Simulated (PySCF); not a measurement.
# From one method to the next for AsBr⁺

Aim: see what other levels and later steps give for AsBr⁺.

Computed with PySCF 2.14.0. Level: method and basis as typed in the scripts.

5 further runs of the same task are left out: 5 that didn't finish.

## 1. Starting geometry

AsBr⁺: 2 atoms, charge 1, spin multiplicity 2.

Bond lengths: As1–Br2 2.390 Å.

## 2. Base script

The input, input.py:

```python
from pyscf import gto, dft

mol = gto.M(
    atom='As 0 0 0; Br 0 0 2.39',
    basis='lanl2dz',
    ecp={'As': 'lanl2dz', 'Br': 'lanl2dz'},
    charge=1,
    spin=1,
    verbose=4,
)
mf = dft.UKS(mol, xc='wb97x')
mf.kernel()
mf.mulliken_pop()
mf.dip_moment()
print('orbital energies (hartree):', [e[max(0, n-3):n+3].round(4) for e, n in zip(mf.mo_energy, mol.nelec)])
```

Started as:

```sh
> OMP_NUM_THREADS=1 python input.py
```

## 3. Scan

Variant 1 changes functional: wb97x → scan.

Changes to input.py since step 2:

```diff
@@ -10,3 +10,3 @@
 )
-mf = dft.UKS(mol, xc='wb97x')
+mf = dft.UKS(mol, xc='scan')
 mf.kernel()
```

## 4. MP2 (UHF)

Variant 2 changes step after the SCF: analyze → mp2; SCF type: UKS → UHF; functional: wb97x → none (Hartree–Fock).

Changes to input.py since step 2:

```diff
@@ -1,2 +1,2 @@
-from pyscf import gto, dft
+from pyscf import gto, scf, mp
 
@@ -10,5 +10,5 @@
 )
-mf = dft.UKS(mol, xc='wb97x')
+mf = scf.UHF(mol)
 mf.kernel()
-mf.mulliken_pop()
+mp.MP2(mf).kernel()
 mf.dip_moment()
```

## 5. Bhandhlyp

Variant 3 changes functional: wb97x → bhandhlyp.

Changes to input.py since step 2:

```diff
@@ -10,3 +10,3 @@
 )
-mf = dft.UKS(mol, xc='wb97x')
+mf = dft.UKS(mol, xc='bhandhlyp')
 mf.kernel()
```

## 6. R2scan

Variant 4 changes functional: wb97x → r2scan.

Changes to input.py since step 2:

```diff
@@ -10,3 +10,3 @@
 )
-mf = dft.UKS(mol, xc='wb97x')
+mf = dft.UKS(mol, xc='r2scan')
 mf.kernel()
```

Before running it: what results should come out? Wanted: for each run, E(SCF); from base; gap, α spin; after the SCF.

The runs gave:

| run | E(SCF) (hartree) | from base (eV) | cycles | gap, α spin (eV) | after the SCF |
| --- | --- | --- | --- | --- | --- |
| base | -18.894367 | 0 | 25 | 6.25 | n/a |
| scan | -18.929934 | not comparable | 14 | 0.39 | n/a |
| MP2 (UHF) | -18.534657 | not comparable | 16 | 7.75 | MP2 correlation -1.788 eV |
| bhandhlyp | -18.830162 | not comparable | 13 | 3.93 | n/a |
| r2scan | -18.931082 | not comparable | 12 | 0.19 | n/a |

**Reading.** The α-spin gap between the frontier levels is 0.2 eV with r2scan (0 % exact exchange) and 3.9 eV with bhandhlyp (50 %): exact exchange opens it. A lower total energy from another functional means nothing by itself.
